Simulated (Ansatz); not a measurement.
A first try at a relaxation of cell and ions of Pt, space group P6_3/mmc, using Ansatz 0.2.0 through its Python package.

`pt.extxyz`
```text
2
Lattice="2.76066562 0.0 0.0 -1.38033281 2.39080655 0.0 0.0 0.0 4.792134" Properties=species:S:1:pos:R:3 pbc="T T T"
Pt    1.38033282    0.79693551    3.59410050
Pt   -0.00000001    1.59387104    1.19803350
```

The script, `pt.py`:
```python
'''Cell relaxation of Pt.'''

from dataclasses import dataclass
import json
import logging
import sys

import ansatz as az
from ase import Atoms
from ase.io import write
from ase.neighborlist import neighbor_list
import numpy as np

logging.basicConfig(stream=sys.stdout, format='%(name)s: %(message)s')
logger = logging.getLogger('calc')
logger.setLevel(logging.INFO)


@dataclass
class Options:
    xc: str = 'lda'
    mesh: tuple[int, ...] = (14, 14, 7)
    smearing_width: float = 0.05
    force_tol: float = 0.02


cfg = Options()

def edges_and_angles(cell):
    cell = np.asarray(cell)
    a, b, c = np.linalg.norm(cell, axis=1)
    cosines = cell[1] @ cell[2] / (b * c), cell[0] @ cell[2] / (a * c), cell[0] @ cell[1] / (a * b)
    return (a, b, c, *np.degrees(np.arccos(cosines)))

system = az.Crystal.from_extxyz('pt.extxyz')

# a pressure is positive in compression
calculation = (
    system.calculation()
    .functional(cfg.xc)
    .pseudopotentials('paw')
    .basis(19 * az.Ha)
    .kpoints(*cfg.mesh)
    .occupations(az.OccupationsMethod.FERMI_DIRAC, width=cfg.smearing_width)
    .relax(force_tolerance=cfg.force_tol, max_steps=30, pressure=5)
)
out = calculation.run(threads=1, events_out='pt.ndjson')
with open('pt.ndjson') as stream:
    events = [json.loads(line) for line in stream]
steps = [e['data'] for e in events if e['event'] == 'relax_step']
rep = out.report
for s in steps:
    flag = '' if s['accepted'] else '  (rejected)'
    logger.info('step %2d  E = %.5f eV  largest force component = %.4f eV/A%s' % (s['step'], s['lagrangian_ev'], s['allowed_force_max_ev_ang'], flag))

first, last = steps[0], steps[-1]
symbols = [site.symbol for site in out.lattice.sites]
logger.info(f'energy gained {first["lagrangian_ev"] - last["lagrangian_ev"]:.4f} eV in {len(steps) - 1} steps')
for label, vectors in (('before', first['cell_ang']), ('after', out.lattice.cell_ang)):
    print(label, 'a b c (A) {:.4f} {:.4f} {:.4f}  angles {:.2f} {:.2f} {:.2f}'.format(*edges_and_angles(vectors)), f' V = {abs(np.linalg.det(vectors)):.3f} A^3')
print('final stress xx yy zz (GPa, compression positive):', np.round(np.diag(rep['stress_gpa']), 3) + 0.0)

relaxed = Atoms(symbols, positions=[site.position_ang for site in out.lattice.sites], cell=out.lattice.cell_ang, pbc=True)
write('relaxed.extxyz', relaxed, format='extxyz')

final = Atoms(symbols, positions=last['positions_ang'], cell=out.lattice.cell_ang, pbc=True)
i, j, d = neighbor_list('ijd', final, 4.5)
logger.info('neighbours within 1.2 times the shortest distance of each atom (A)')
for atom in range(len(final)):
    near = [m for m in np.argsort(d) if i[m] == atom]
    shell = [m for m in near if d[m] < 1.2 * d[near[0]]]
    print(f'{symbols[atom]}{atom} ({len(shell)}):', ', '.join(f'{symbols[j[m]]} {d[m]:.3f}' for m in shell))

for key in ('converged', 'n_iterations', 'n_electrons', 'n_kpoints', 'n_pw', 'n_symmetry_ops', 'etot', 'fermi_energy_ev'):
    logger.info(f'{key:18s} {rep[key]}')
```

Running `python pt.py` prints:
```text
calc: step  1  E = -24489.76692 eV  largest force component = 0.0000 eV/A
calc: step  2  E = -24489.71433 eV  largest force component = 0.0000 eV/A
calc: step  3  E = -24489.86848 eV  largest force component = 0.0000 eV/A
calc: step  4  E = -24489.86354 eV  largest force component = 0.0000 eV/A
calc: step  5  E = -24489.86248 eV  largest force component = 0.0000 eV/A
calc: step  6  E = -24489.86259 eV  largest force component = 0.0000 eV/A
calc: step  7  E = -24489.86245 eV  largest force component = 0.0000 eV/A
calc: energy gained 0.0955 eV in 6 steps
before a b c (A) 2.7607 2.7607 4.7921  angles 90.00 90.00 120.00  V = 31.629 A^3
after a b c (A) 2.6988 2.6988 4.6331  angles 90.00 90.00 120.00  V = 29.225 A^3
final stress xx yy zz (GPa, compression positive): [4.995 4.995 4.99 ]
calc: neighbours within 1.2 times the shortest distance of each atom (A)
Pt0 (12): Pt 2.699, Pt 2.699, Pt 2.699, Pt 2.699, Pt 2.699, Pt 2.699, Pt 2.792, Pt 2.792, Pt 2.792, Pt 2.792, Pt 2.792, Pt 2.792
Pt1 (12): Pt 2.699, Pt 2.699, Pt 2.699, Pt 2.699, Pt 2.699, Pt 2.699, Pt 2.792, Pt 2.792, Pt 2.792, Pt 2.792, Pt 2.792, Pt 2.792
calc: converged          True
calc: n_iterations       8
calc: n_electrons        36.0
calc: n_kpoints          96
calc: n_pw               749
calc: n_symmetry_ops     24
Traceback (most recent call last):
  File "pt.py", line 75, in <module>
    logger.info(f'{key:18s} {rep[key]}')
                             ~~~^^^^^
KeyError: 'etot'
```

What is wrong, and how is it mended?

The fault: the report has no such key (the free energy stands under free_energy_ev). Mended:

```diff
--- before
+++ after
@@ -73,3 +73,3 @@
 
-for key in ('converged', 'n_iterations', 'n_electrons', 'n_kpoints', 'n_pw', 'n_symmetry_ops', 'etot', 'fermi_energy_ev'):
+for key in ('converged', 'n_iterations', 'n_electrons', 'n_kpoints', 'n_pw', 'n_symmetry_ops', 'free_energy_ev', 'fermi_energy_ev'):
     logger.info(f'{key:18s} {rep[key]}')
```

After the fix:

```console
$ python pt.py
calc: step  1  E = -24489.76692 eV  largest force component = 0.0000 eV/A
calc: step  2  E = -24489.71433 eV  largest force component = 0.0000 eV/A
calc: step  3  E = -24489.86848 eV  largest force component = 0.0000 eV/A
calc: step  4  E = -24489.86354 eV  largest force component = 0.0000 eV/A
calc: step  5  E = -24489.86248 eV  largest force component = 0.0000 eV/A
calc: step  6  E = -24489.86259 eV  largest force component = 0.0000 eV/A
calc: step  7  E = -24489.86245 eV  largest force component = 0.0000 eV/A
calc: energy gained 0.0955 eV in 6 steps
before a b c (A) 2.7607 2.7607 4.7921  angles 90.00 90.00 120.00  V = 31.629 A^3
after a b c (A) 2.6988 2.6988 4.6331  angles 90.00 90.00 120.00  V = 29.225 A^3
final stress xx yy zz (GPa, compression positive): [4.995 4.995 4.99 ]
calc: neighbours within 1.2 times the shortest distance of each atom (A)
Pt0 (12): Pt 2.699, Pt 2.699, Pt 2.699, Pt 2.699, Pt 2.699, Pt 2.699, Pt 2.792, Pt 2.792, Pt 2.792, Pt 2.792, Pt 2.792, Pt 2.792
Pt1 (12): Pt 2.699, Pt 2.699, Pt 2.699, Pt 2.699, Pt 2.699, Pt 2.699, Pt 2.792, Pt 2.792, Pt 2.792, Pt 2.792, Pt 2.792, Pt 2.792
calc: converged          True
calc: n_iterations       8
calc: n_electrons        36.0
calc: n_kpoints          96
calc: n_pw               749
calc: n_symmetry_ops     24
calc: free_energy_ev     -24489.86245163277
calc: fermi_energy_ev    23.99632484313701
```

File `relaxed.extxyz` afterwards:
```text
2
Lattice="2.6988173657443997 3.502547135707599e-36 0.0 -1.3494086828721998 2.337244398909249 0.0 0.0 0.0 4.633146922301515" Properties=species:S:1:pos:R:3 pbc="T T T"
Pt       1.34940868       0.77908147       3.47486019
Pt      -0.00000000       1.55816293       1.15828673
```

What to keep in mind:
- Absolute energies stand on the zero of these potentials, so only differences at equal settings mean something. A total without «per atom» is that of the cell as typed.
- Forces vanish by symmetry, so the ions can't move, and the end may be a saddle.
- Part of the cell is held or a pressure is applied, so the end point needn't be the zero-pressure lattice.
- At a fixed pressure a relaxation lowers the enthalpy F + PV, while F alone can rise.
- The zero of the levels is a convention of the potentials, so an absolute Fermi energy is no work function.
- Energies along a relaxation are free energies. Rows at an unchanged volume are solved on a plane-wave basis chosen afresh for that cell, so the energy jumps there and such rows are no steps of the walk.
- Symmetry holds the cell in this phase, whether or not it is the stable one at this pressure.
- Spin-orbit coupling, which matters for elements this heavy, is left out.
- This isn't the structure that Pt takes at ambient conditions.
- Finished in 43 s on 1 thread of Arm Neoverse N1, on a shared host, peak memory 0.47 GiB.
